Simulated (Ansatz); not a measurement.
# HF/3-21G run of C2H6FIn (SMILES C[CH](F)[InH2])

Aim: the electronic atomisation energy of C2H6FIn at HF/3-21G, from 5 runs. 

The calculation is run with Ansatz 0.2.0.

65 further runs of the same task are left out: 65 set aside as unsound or not needed.

## 1. The molecule

C2H6FIn: 10 atoms, total charge 0, spin state singlet. SMILES: `C[CH](F)[InH2]`. The coordinates come from a PBE0-D4/def2-TZVP relaxation.

Bond lengths: C1–C2 1.503 Å, C2–F3 1.414 Å, C2–In4 2.197 Å, C1–H5 1.095 Å, C1–H6 1.092 Å, C1–H7 1.094 Å, C2–H8 1.094 Å, In4–H9 1.729 Å, In4–H10 1.726 Å. Some angles: C1–C2–F3 108.7°, C1–C2–In4 116.7°, F3–C2–In4 102.3°, C1–C2–H8 110.5°, F3–C2–H8 105.8°, In4–C2–H8 111.9°, C2–C1–H5 111.0°, C2–C1–H6 111.9°, C2–C1–H7 109.8°, C2–In4–H9 117.1°.

## 2. The energy at HF/3-21G

Contents of molecule.yaml:

```yaml
crystal:
  periodic: [false, false, false]
  atoms:
    - {symbol: C, position_ang: [-0.140800, 1.253600, -0.575200]}
    - {symbol: C, position_ang: [0.633800, 0.180000, 0.137200]}
    - {symbol: F, position_ang: [0.870200, 0.597100, 1.467800]}
    - {symbol: In, position_ang: [-0.385200, -1.745500, 0.423800]}
    - {symbol: H, position_ang: [0.391300, 2.210500, -0.541500]}
    - {symbol: H, position_ang: [-1.131900, 1.397600, -0.139100]}
    - {symbol: H, position_ang: [-0.271900, 0.979300, -1.626600]}
    - {symbol: H, position_ang: [1.621200, 0.055100, -0.315800]}
    - {symbol: H, position_ang: [-2.079900, -1.696200, 0.762700]}
    - {symbol: H, position_ang: [0.493100, -3.231500, 0.406600]}
basis:
  gaussian: {orbitals: 3-21G-spherical.json}
accuracy: high
hamiltonian: {xc: hf}
output: {orbitals: {seedname: orbitals}}
```

The basis set 3-21G is read from a file made from the Basis Set Exchange's data (not shown).

The run is started by

```bash
$ ansatz run molecule.yaml --threads 1 --pin off --max-ram 3480MiB --events-out events.jsonl --progress --plain --runs-dir runs
```

The program printed:

```text
Warning: RAYON_NUM_THREADS=1 ignored (pool sized by the plan → 1); use --threads N
Functional definition: HF
  name "HF"
  exchange = exact_x
  correlation = 0
1575 factors; integrals over basis functions are off by at most 1.2e-8 eV
mean field evaluation 1: about -160337.9271 eV, gradient 2.3e1 eV
mean field evaluation 2: about -160338.2600 eV, gradient 2.3e1 eV
mean field evaluation 4: about -160339.6973 eV, gradient 2.4e0 eV
mean field evaluation 8: about -160339.7196 eV, gradient 1.5e-1 eV
mean field evaluation 16: about -160339.7197 eV, gradient 2.8e-8 eV
mean field -160339.71970334 eV, -5892.3760169324 hartree, gradient 2.8e-8 eV, S^2 0.000000; 0 other end points of the search recorded, 0 dependent functions left out
reference -160339.71970334 eV, -5892.3760169324 hartree; 38, 38 occupied and 32, 32 virtual orbitals, 1575 factors
Total energy: -160339.71970334 eV, -5892.3760169324 hartree
```

It took 1.7 s on 1 thread of Arm Neoverse V2, shared host; peak memory 0.2 GiB.

## 3. The C atom, same level

Contents of molecule.yaml:

```yaml
crystal:
  periodic: [false, false, false]
  atoms:
    - {symbol: C, position_ang: [0.000000, 0.000000, 0.000000]}
basis:
  gaussian:
    orbitals: 3-21G.json
magnetization:
  spin_polarized: true
  initial_magnetization: 2
hamiltonian:
  xc: hf
accuracy: high
```

The basis set 3-21G is read from a file made from the Basis Set Exchange's data (not shown).

The run is started by

```bash
$ ansatz run molecule.yaml --threads 1 --pin off --max-ram 3480MiB --events-out events.jsonl --progress --plain --runs-dir runs
```

The program printed:

```text
Warning: RAYON_NUM_THREADS=1 ignored (pool sized by the plan → 1); use --threads N
[... 4 set-up lines as earlier in the session ...]
42 factors; integrals over basis functions are off by at most 9.6e-9 eV
mean field evaluation 1: about -1019.7341 eV, gradient 4.9e0 eV
mean field evaluation 2: about -1019.7347 eV, gradient 4.9e0 eV
mean field evaluation 4: about -1019.9117 eV, gradient 1.9e-1 eV
mean field evaluation 8: about -1019.9119 eV, gradient 6.4e-5 eV
mean field evaluation 16: about -1019.9118 eV, gradient 6.1e-2 eV
mean field evaluation 32: about -1019.9119 eV, gradient 2.8e-8 eV
mean field -1019.91186813 eV, -37.4810698326 hartree, gradient 2.8e-8 eV, S^2 2.000971; 2 other end points of the search recorded, 0 dependent functions left out
reference -1019.91186813 eV, -37.4810698326 hartree; 4, 2 occupied and 5, 7 virtual orbitals, 42 factors
Total energy: -1019.91186813 eV, -37.4810698326 hartree
```

Run time: 0.04 s. Hardware: 1 thread of Arm Neoverse V2, shared host.

## 4. The F atom at the same level

Contents of run.yaml:

```yaml
crystal:
  periodic: [false, false, false]
  atoms:
    - {symbol: F, position_ang: [0.000000, 0.000000, 0.000000]}
basis:
  gaussian:
    orbitals: 3-21G.json
magnetization:
  spin_polarized: true
  initial_magnetization: 1
hamiltonian:
  xc: hf
accuracy: high
```

The basis set 3-21G is read from a file made from the Basis Set Exchange's data (not shown).

Run the same way, it converges to -98.84501 Eh (log not shown).

## 5. The H atom at the same level

Contents of input.yaml:

```yaml
crystal:
  periodic: [false, false, false]
  atoms:
    - {symbol: H, position_ang: [0.000000, 0.000000, 0.000000]}
basis:
  gaussian:
    orbitals: 3-21G.json
magnetization:
  spin_polarized: true
  initial_magnetization: 1
hamiltonian:
  xc: hf
accuracy: high
```

The basis set 3-21G is read from a file made from the Basis Set Exchange's data (not shown).

Run the same way, it converges to -0.49620 Eh (log not shown).

## 6. The In atom

Contents of run.yaml:

```yaml
crystal:
  periodic: [false, false, false]
  atoms:
    - symbol: In
      position_ang: [0.000000, 0.000000, 0.000000]
basis:
  gaussian: {orbitals: 3-21G-spherical.json}
magnetization: {spin_polarized: true, initial_magnetization: 1}
hamiltonian: {xc: hf}
accuracy: high
```

The basis set 3-21G is read from a file made from the Basis Set Exchange's data (not shown).

Run the same way, it converges to -5714.72276 Eh (log not shown).

## 7. What came out

At HF/3-21G:

| quantity | value |
| --- | --- |
| molecule: total energy | -5892.37602 Eh |
| molecule: HOMO energy | -9.74 eV |
| molecule: LUMO energy | 0.84 eV |
| molecule: HOMO–LUMO gap | 10.58 eV |
| C atom: total energy | -37.48107 Eh |
| C atom: ⟨S²⟩ | 2.001 |
| F atom: total energy | -98.84501 Eh |
| F atom: ⟨S²⟩ | 0.750 |
| H atom: total energy | -0.49620 Eh |
| H atom: ⟨S²⟩ | 0.750 |
| In atom: total energy | -5714.72276 Eh |
| In atom: ⟨S²⟩ | 0.750 |
| electronic atomisation energy | 23.644 eV |

**Reading.** Taking the molecule apart into free atoms costs 23.64 eV (545 kcal/mol), before zero-point energy and without spin-orbit coupling. Hartree–Fock lacks the correlation of the bonding pairs, which as a rule makes this value much too low; in minimal bases other errors can mask that. The basis has no polarisation functions, which makes bonds too weak. Relativity is left out (molecule) although the molecule holds a heavy atom. Relativity is left out (In atom) although the molecule holds a heavy atom.
